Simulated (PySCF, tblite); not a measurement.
# C₅H₁₁OSi radical: geometry, infrared bands and EPR parameters

Wanted: the infrared bands and EPR parameters of C₅H₁₁OSi radical (`C=CO[SiH2][CH]CC`), by calculation.

Programs: tblite 0.8.0 and PySCF 2.14.0, with density-fitted response routines of our own. Each step states its level of theory. These are calculated values for one molecule in the gas phase, unless marked as measured. Atoms are numbered from 0 throughout.

**1. Starting geometry**

18 atoms, charge 0, multiplicity 2; geometry from: force field or distance geometry start.

Bonds of the start (Å): C0–C1 1.30, C1–O2 1.38, O2–Si3 1.69, Si3–C4 1.88, C4–C5 1.54, C5–C6 1.52, C0–H7 1.08, C0–H8 1.09, C1–H9 1.08, Si3–H10 1.50, Si3–H11 1.46, C4–H12 1.12, C5–H13 1.12, C5–H14 1.13, C6–H15 1.10, C6–H16 1.12, C6–H17 1.10.

**2. Geometry optimisation with GFN2-xTB**

Job settings and geometry (Å):

```
{"job": {"kind": "relax", "xc": "GFN2-xTB", "basis": "xTB"}, "charge": 0, "multiplicity": 2}
C     -3.154400     0.254800     0.526200
C     -2.702000    -0.072000    -0.653200
O     -1.355000    -0.258500    -0.878800
Si    -0.238100    -1.155700     0.018700
C      1.389500    -1.042900    -0.912200
C      1.714700     0.444000    -1.120300
C      2.547800     0.981300     0.031000
H     -2.478300     0.406500     1.349300
H     -4.217800     0.395500     0.714300
H     -3.403200    -0.220700    -1.461300
H     -0.623800    -2.604600     0.028800
H     -0.020500    -0.716600     1.391700
H      1.135700    -1.440900    -1.924000
H      2.312200     0.517300    -2.060000
H      0.758300     1.043500    -1.210200
H      3.263900     0.253800     0.453500
H      3.169300     1.821300    -0.385500
H      1.892900     1.400100     0.815400
```

Command:

```bash
OMP_NUM_THREADS=1 python probes_run.py task.json out
```

One launch serves the whole session: the jobs run in the order shown.

What it wrote:

```text
step      E/eV     max force
  0    -598.95927    3.185
  1    -599.21399    2.263
  2    -599.43608    1.240
  3    -599.54058    0.692
  4    -599.60688    0.793
  5    -599.65336    0.797
  6    -599.69973    0.598
  7    -599.73161    0.587
  8    -599.75971    0.384
  9    -599.78494    0.382
 10    -599.80853    0.362
 11    -599.82902    0.402
 12    -599.84743    0.357
 13    -599.86581    0.355
 14    -599.88490    0.424
 15    -599.90304    0.379
 16    -599.91810    0.270
 17    -599.93127    0.294
 18    -599.93889    0.477
 19    -599.94874    0.254
 20    -599.95552    0.226
 21    -599.96910    0.273
 22    -599.97443    0.235
 23    -599.98339    0.160
 24    -599.98711    0.133
 25    -599.99132    0.155
 26    -599.99457    0.165
 27    -599.99705    0.152
 28    -599.99899    0.094
 29    -600.00077    0.112
 30    -600.00222    0.117
 31    -600.00336    0.069
 32    -600.00416    0.075
 33    -600.00518    0.088
 34    -600.00672    0.153
 35    -600.00868    0.165
 36    -600.01051    0.108
 37    -600.01205    0.085
 38    -600.01365    0.111
 39    -600.01574    0.154
 40    -600.01812    0.145
 41    -600.02010    0.106
 42    -600.02160    0.086
 43    -600.02315    0.132
 44    -600.02498    0.144
 45    -600.02656    0.095
 46    -600.02769    0.091
 47    -600.02873    0.141
 48    -600.03018    0.133
 49    -600.03266    0.141
 50    -600.03438    0.085
 51    -600.03524    0.076
 52    -600.03579    0.069
 53    -600.03654    0.078
 54    -600.03738    0.071
 55    -600.03804    0.066
 56    -600.03849    0.059
 57    -600.03896    0.068
 58    -600.03982    0.092
 59    -600.04118    0.089
 60    -600.04276    0.105
 61    -600.04476    0.125
 62    -600.04767    0.156
 63    -600.05206    0.183
 64    -600.05787    0.242
 65    -600.06302    0.288
 66    -600.06096    0.376
 67    -600.06974    0.184
 68    -600.07183    0.142
 69    -600.07540    0.183
 70    -600.08009    0.176
 71    -600.08400    0.192
 72    -600.08687    0.113
 73    -600.08736    0.233
 74    -600.09037    0.092
 75    -600.09207    0.084
 76    -600.09507    0.082
 77    -600.09576    0.074
 78    -600.09712    0.063
 79    -600.09776    0.084
 80    -600.09843    0.067
 81    -600.09906    0.066
 82    -600.09987    0.076
 83    -600.10069    0.066
 84    -600.10156    0.066
 85    -600.10236    0.079
 86    -600.10312    0.061
 87    -600.10389    0.067
 88    -600.10463    0.074
 89    -600.10399    0.177
 90    -600.10574    0.069
 91    -600.10626    0.059
 92    -600.10851    0.097
 93    -600.10976    0.107
 94    -600.11276    0.100
 95    -600.11439    0.102
 96    -600.11389    0.173
 97    -600.11548    0.074
 98    -600.11599    0.100
 99    -600.11723    0.116
100    -600.11845    0.117
101    -600.11925    0.088
102    -600.12031    0.104
103    -600.12100    0.073
104    -600.12188    0.080
105    -600.12286    0.082
106    -600.12385    0.079
107    -600.12454    0.057
108    -600.12512    0.053
109    -600.12572    0.058
110    -600.12650    0.063
111    -600.12718    0.059
112    -600.12771    0.051
113    -600.12815    0.057
114    -600.12866    0.058
115    -600.12928    0.063
116    -600.13007    0.074
117    -600.13088    0.074
118    -600.13167    0.083
119    -600.13249    0.056
120    -600.13366    0.055
121    -600.13403    0.047
122    -600.13437    0.037
123    -600.13462    0.034
124    -600.13482    0.029
125    -600.13499    0.029
126    -600.13513    0.030
127    -600.13526    0.024
128    -600.13537    0.019
129    -600.13544    0.017
130    -600.13549    0.014
131    -600.13554    0.018
132    -600.13559    0.022
133    -600.13565    0.023
134    -600.13572    0.021
135    -600.13580    0.017
136    -600.13587    0.021
137    -600.13594    0.024
138    -600.13602    0.023
139    -600.13610    0.020
140    -600.13618    0.017
141    -600.13624    0.015
142    -600.13630    0.022
143    -600.13635    0.015
144    -600.13639    0.016
145    -600.13642    0.013
146    -600.13644    0.012
147    -600.13646    0.017
148    -600.13649    0.016
149    -600.13651    0.012
150    -600.13653    0.008
```

Run time: 1.9 s. Hardware: 1 thread of AMD EPYC, shared host.

Along the way: (not every step is listed)

```
step  energy from step 0 (eV)  largest force (eV/Å)
   0                   0.0000                3.1853
   1                  -0.2547                2.2634
   2                  -0.4768                1.2396
   3                  -0.5813                0.6918
   4                  -0.6476                0.7932
   5                  -0.6941                0.7974
   6                  -0.7405                0.5982
   7                  -0.7723                0.5867
   8                  -0.8004                0.3837
  21                  -1.0098                0.2735
  34                  -1.0475                0.1528
  47                  -1.0695                0.1413
  60                  -1.0835                0.1046
  73                  -1.1281                0.2331
  86                  -1.1439                0.0609
  99                  -1.1580                0.1162
 112                  -1.1684                0.0506
 125                  -1.1757                0.0287
 138                  -1.1768                0.0228
 145                  -1.1772                0.0130
 146                  -1.1772                0.0122
 147                  -1.1772                0.0166
 148                  -1.1772                0.0158
 149                  -1.1772                0.0117
 150                  -1.1773                0.0078
```

Close pairs (by a distance rule), those that changed most:

```
   bond  before (Å)  after (Å)  change (Å)
  C4–C5       1.536      1.478      -0.058
 O2–Si3       1.691      1.638      -0.053
 C5–H14       1.132      1.090      -0.042
  C1–O2       1.378      1.338      -0.041
 C6–H16       1.125      1.088      -0.037
 C4–H12       1.116      1.081      -0.036
 Si3–C4       1.878      1.844      -0.035
Si3–H10       1.499      1.471      -0.028
```

The end geometry stands in the next job.

**3. Infrared spectrum with GFN2-xTB**

Job settings and geometry (Å):

```
{"job": {"kind": "ir", "xc": "GFN2-xTB", "basis": "xTB"}, "charge": 0, "multiplicity": 2}
C     -3.510294    -0.215520     0.378071
C     -2.570011     0.436199    -0.283367
O     -1.283784     0.087717    -0.400561
Si    -0.436947    -1.197742     0.158796
C      1.263236    -0.833057    -0.453566
C      1.690932     0.359499    -1.215670
C      2.790497     1.144522    -0.486462
H     -3.297546    -1.130879     0.900619
H     -4.516850     0.156113     0.411634
H     -2.784731     1.359921    -0.811934
H     -0.997258    -2.440806    -0.393071
H     -0.520537    -1.260167     1.627214
H      2.052560    -1.527339    -0.202344
H      2.097664     0.041934    -2.185236
H      0.837019     1.010651    -1.402228
H      3.652635     0.509289    -0.294578
H      3.109184     1.992376    -1.088683
H      2.415473     1.513606     0.464947
```

What it wrote:

```text
mode    cm-1     km/mol
  1      29.4      0.68
  2      44.9      0.40
  3      66.3      0.32
  4      97.6      0.08
  5     144.9      4.18
  6     176.5      0.85
  7     218.4      0.20
  8     323.6      1.39
  9     358.5      3.23
 10     483.8     38.19
 11     520.4      8.95
 12     555.8     74.65
 13     596.1     35.26
 14     671.3      6.81
 15     686.0    111.32
 16     734.1     35.01
 17     784.1    261.82
 18     822.5    210.05
 19     829.3     16.64
 20     847.2     65.10
 21     981.5      5.71
 22     991.6     16.26
 23     996.5     56.41
 24    1028.1      5.86
 25    1041.1      9.18
 26    1180.6      3.32
 27    1203.4    292.91
 28    1216.7      3.53
 29    1262.2      1.35
 30    1306.0      5.55
 31    1343.6      0.94
 32    1389.3     34.24
 33    1398.9      0.68
 34    1459.2      0.54
 35    1495.3      3.35
 36    1502.1      1.86
 37    1700.8    182.69
 38    2141.5    413.45
 39    2191.6    162.90
 40    2878.2     33.69
 41    3002.8     10.87
 42    3014.0     40.69
 43    3029.2     41.70
 44    3032.0     38.83
 45    3041.0     24.38
 46    3061.6     64.37
 47    3124.9     13.53
 48    3163.3     39.35
```

Run time: 1.1 s. Hardware: 1 thread of AMD EPYC, shared host.

Which atoms move in the most intense modes:

```
cm⁻¹  km/mol                                   atoms
 556    74.7             H12 42 %, C4 30 %, H11 11 %
 686   111.3   Si3 23 %, C4 16 %, H11 11 %, H10 11 %
 784   261.8  Si3 18 %, H13 17 %, H10 13 %, H11 12 %
 822   210.1                      H11 47 %, H10 47 %
1203   292.9               O2 41 %, C1 36 %, H7 12 %
1701   182.7                        C1 52 %, C0 40 %
2142   413.4                      H11 59 %, H10 37 %
2192   162.9                      H10 60 %, H11 38 %
```

**4. EPR parameters: B3LYP/pcH-1**

Settings changed since step 3:

```diff
@@ -1,2 +1,2 @@
-{"job": {"kind": "ir", "xc": "GFN2-xTB", "basis": "xTB"}, "charge": 0, "multiplicity": 2}
+{"job": {"kind": "epr", "basis": "pcH-1"}, "charge": 0, "multiplicity": 2}
 C     -3.510294    -0.215520     0.378071
```

With the program's defaults for keys left out, this is: UKS B3LYP, pcH-1 on C H O Si, non-relativistic, mean-field spin-orbit, GIAO.

What it wrote:

```text
UKS, coarse grid
  cycle   1  E = -561.74590441  |g| = 5.52e-01
  cycle   2  E = -561.60182348  |g| = 8.31e-01
  cycle   3  E = -561.85807314  |g| = 1.26e-01
  cycle   4  E = -561.86330311  |g| = 5.42e-02
  cycle   5  E = -561.86463483  |g| = 1.60e-02
  cycle   6  E = -561.86475370  |g| = 4.57e-03
  cycle   7  E = -561.86476517  |g| = 1.05e-03
  cycle   8  E = -561.86476628  |g| = 6.31e-04
UKS, final grid
  cycle   1  E = -561.86475071  |g| = 7.51e-04
  cycle   2  E = -561.86475055  |g| = 9.66e-04
  cycle   3  E = -561.86475099  |g| = 6.87e-05
  cycle   4  E = -561.86475099  |g| = 2.78e-05
E = -561.86475099 Eh   <S^2> = 0.7535 (exact 0.7500)
g shifts (ppm)      1          2          3
  rmc          -130       -130       -130
  gc              1         30         24
  oz_so          46        520        676
  total         -83        420        571
hyperfine (MHz)  atom isotope    a_iso     a_fc   dipolar eigenvalues
    0   13C       0.44       0.44     -0.57     -0.05      0.62
    1   13C      -1.29      -1.29     -0.50     -0.05      0.56
    2   17O       2.11       2.11     -0.68     -0.27      0.95
    3  29Si      53.59      53.66     -1.92     -0.54      2.46
    4   13C      79.17      79.28    -75.23    -74.09    149.32
    5   13C     -29.01     -29.02     -2.74      1.03      1.70
    6   13C      62.85      62.86     -4.52     -4.35      8.87
    7    1H      -0.24      -0.24     -0.69     -0.59      1.28
    8    1H      -0.27      -0.27     -0.54     -0.37      0.91
    9    1H       0.11       0.11     -0.72     -0.69      1.41
   10    1H      54.17      54.17     -3.38     -1.87      5.25
   11    1H      55.77      55.77     -3.39     -1.85      5.24
   12    1H     -55.00     -55.01    -35.81     -0.63     36.44
   13    1H     112.99     112.99     -5.62     -3.42      9.05
   14    1H       2.78       2.77     -4.78     -3.83      8.62
   15    1H      -2.42      -2.42     -4.21     -2.52      6.73
   16    1H      10.87      10.87     -3.00     -1.69      4.68
   17    1H      -3.71      -3.71     -5.12     -1.99      7.11
```

It took 2.3 min on 1 thread of AMD EPYC, shared host; peak memory 0.97 GiB.

Principal g values 2.00224, 2.00274, 2.00289; g(iso) = 2.00262, against 2.00232 for a free electron.

Hyperfine couplings; where a row names several nuclei, a(iso) is their mean (it holds for fast rotation or exchange) and the dipolar term the largest among them:

```
       nuclei  isotope  a(iso) (MHz)  a(iso) (G, at g = 2.0023)  largest dipolar term (MHz)
           C4      13C          79.2                       28.3                       149.3
           C6      13C          62.9                       22.4                         8.9
     H13, H14       1H          57.9                       20.7                         9.0
          H12       1H         -55.0                      -19.6                        36.4
     H10, H11       1H          55.0                       19.6                         5.3
          Si3     29Si          53.6                       19.1                         2.5
           C5      13C         -29.0                      -10.4                        -2.7
           O2      17O           2.1                        0.8                         1.0
H15, H16, H17       1H           1.6                        0.6                         7.1
           C1      13C          -1.3                       -0.5                         0.6
           C0      13C           0.4                        0.2                         0.6
           H8       1H          -0.3                       -0.1                         0.9
           H7       1H          -0.2                       -0.1                         1.3
           H9       1H           0.1                        0.0                         1.4
```

Mulliken spin populations:

C0 0.00; C1 0.00; O2 0.00; Si3 -0.03; C4 1.01; C5 -0.08; C6 0.03; H7 0.00; H8 0.00; H9 0.00; H10 0.03; H11 0.03; H12 -0.04; H13 0.04; H14 0.00; H15 0.00; H16 0.01; H17 0.00

In first order the couplings over 0.8 MHz of 1H give 48 distinct lines over 101.9 G, if the averaged nuclei exchange fast.

The fields below are evaluated on a grid from the run's orbitals.

ELF in a plane through or near 8 of the atoms.

Ten even steps from ' ' (0.00) to '@' (1.00):
```
                                                        
                                                        
                                                        
                                  ++%%++                
            ..::                ..@@@@@@::              
          ==@@@@++    ==**        @@@@@@::              
        ..##@@@@##  ..@@@@..  ..  %%@@@@..  ++##--      
          ++@@@@**..==@@@@::::**--==**++::--@@@@##      
          ..==++++##++@@%%  ++%%**##::**####@@@@##      
          ..--==**##..++::  ==%%++##==%%++++####--      
          --**++--**==%%==::::##%%++..==****==::        
          ++##++..::##**++%%....++--  ::%%%%--          
          ..--..  ::**::--@@::##..::  ..%%@@==          
                  %%@@@@**%%  ::==##::  --++::          
                ::@@@@@@==--::++@@@@++                  
                ::@@@@%%..  ..++%%%%++                  
                  ==##==      ::++++::                  
                                ....                    
                                                        
                                                        
```
The map spans 14.2 Å across and 9.3 Å up, centred on the molecule. Atoms in the plane (x, y in Å): C0 (3.6, 0.3), C1 (2.4, 0.9), O2 (1.2, 0.4), Si3 (0.7, -1.2), C4 (-1.1, -1.0), H8 (4.5, 0.9), H12 (-1.7, -1.9), H16 (-3.5, 1.4).

log10 of the density (e/Å³) in the same plane.

Ten even steps from '0' (-4.0) to '9' (1.7):
```
0000000000000000000000000000
0000000000000000000000000000
0000000000000000112110000000
0000001111000000233321000000
0000012222221111345432110000
0000234443343323457643321000
0000235554454434567654443100
0001245665665445667765553200
0001245667776557878776654200
0001245667776567976777653200
0001245566776567765666543100
0001234556677666655566542100
0000123445687779754455431000
0000112345776667654344321000
0000001235665556654332210000
0000000134554445544211000000
0000000023333334433210000000
0000000011222222322100000000
0000000000000011111000000000
0000000000000000000000000000
```
The map spans 14.2 Å across and 9.3 Å up, centred on the molecule. Atoms in the plane (x, y in Å): C0 (3.6, 0.3), C1 (2.4, 0.9), O2 (1.2, 0.4), Si3 (0.7, -1.2), C4 (-1.1, -1.0), H8 (4.5, 0.9), H12 (-1.7, -1.9), H16 (-3.5, 1.4).

On the surface of density 0.002 e/bohr³ the electrostatic potential runs, from the 1st to the 99th percentile, from -0.73 V near C0 to 0.93 V near H11.

The spin density lies nearest to C4 65 %; H12 11 %.

**5. Outcome**

```
                                 quantity                  value
strongest single infrared mode (GFN2-xTB)  2142 cm⁻¹, 413 km/mol
             zero-point energy (GFN2-xTB)          88.9 kcal/mol
                           g(iso) (B3LYP)                2.00262
                                     ⟨S²⟩     0.753 (exact 0.75)
       largest a(iso) (averaged by class)    13C on C4, 79.2 MHz
    surface potential, 1st and 99th percentile     -0.73 V and 0.93 V
```

What this shows: Over 150 steps the energy fell by 1.177 eV; of the close pairs, C4–C5 changed most, 1.536 to 1.478 Å. No mode is imaginary among the 48: a minimum at this level. The strongest single mode, at 2142 cm⁻¹, moves mainly H11 and H10. GFN2-xTB is a fitted tight-binding method: band positions and strengths are rough. Its intensities can rank the bands wrongly. Most of the unpaired spin sits on C4 (1.01 e). The isotropic g lies 0.3 ppt above the free-electron value.
